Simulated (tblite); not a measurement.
# C5H11NO2Si: the cost of one run

Computed with tblite 0.8.0 and PySCF 2.14.0, with density-fitted response routines of our own, on a single molecule in the gas phase. Atoms count from 0, in the outputs and in this text.

### Step 1. Starting geometry

20 atoms, charge 0, multiplicity 1; geometry from: force field or distance geometry start.

Bonds of the start (Å): O0–Si1 1.71, Si1–C2 1.84, C2–C3 1.51, C3–C4 1.49, C4–N5 1.44, Si1–C6 1.85, C6–C7 1.52, C7–O8 1.40, O8–Si1 1.71, N5–C2 1.47, O0–H9 0.99, C2–H10 1.11, C3–H11 1.11, C3–H12 1.11, C4–H13 1.11, C4–H14 1.11, N5–H15 1.03, C6–H16 1.11, C6–H17 1.11, C7–H18 1.10, C7–H19 1.10.

### Step 2. Optimising the geometry with GFN2-xTB

What the job is given:

```
{"job": {"kind": "relax", "xc": "GFN2-xTB", "basis": "xTB"}, "charge": 0, "multiplicity": 1}
O      0.567200    -2.097600    -0.431200
Si     0.735900    -0.403200    -0.324800
C     -0.810400     0.590700    -0.279200
C     -1.884800    -0.034700     0.584500
C     -2.735200     0.084400    -0.635800
N     -1.593700     0.303600    -1.491700
C      2.146100     0.221200     0.701400
C      3.005800     0.103100    -0.540800
O      1.924400     0.147700    -1.428700
H      0.019100    -2.292600    -1.230900
H     -0.659700     1.675700    -0.106500
H     -2.287800     0.601200     1.393600
H     -1.645900    -1.080900     0.881700
H     -3.270900    -0.860600    -0.840200
H     -3.431100     0.947300    -0.632300
H     -1.646400     1.128300    -2.099200
H      1.968200     1.270500     1.000700
H      2.444000    -0.426700     1.549100
H      3.626000     1.002100    -0.691200
H      3.524000    -0.868900    -0.610600
```

Launch:

```sh
$ OMP_NUM_THREADS=1 python probes_run.py task.json out
```

This one command runs all jobs of the session in turn.

**Question.** How long does this first job take on 1 thread of Intel Xeon at 2.70GHz, shared host, and how much memory does it need?

About 2 s, with a peak of 0.18 GiB.
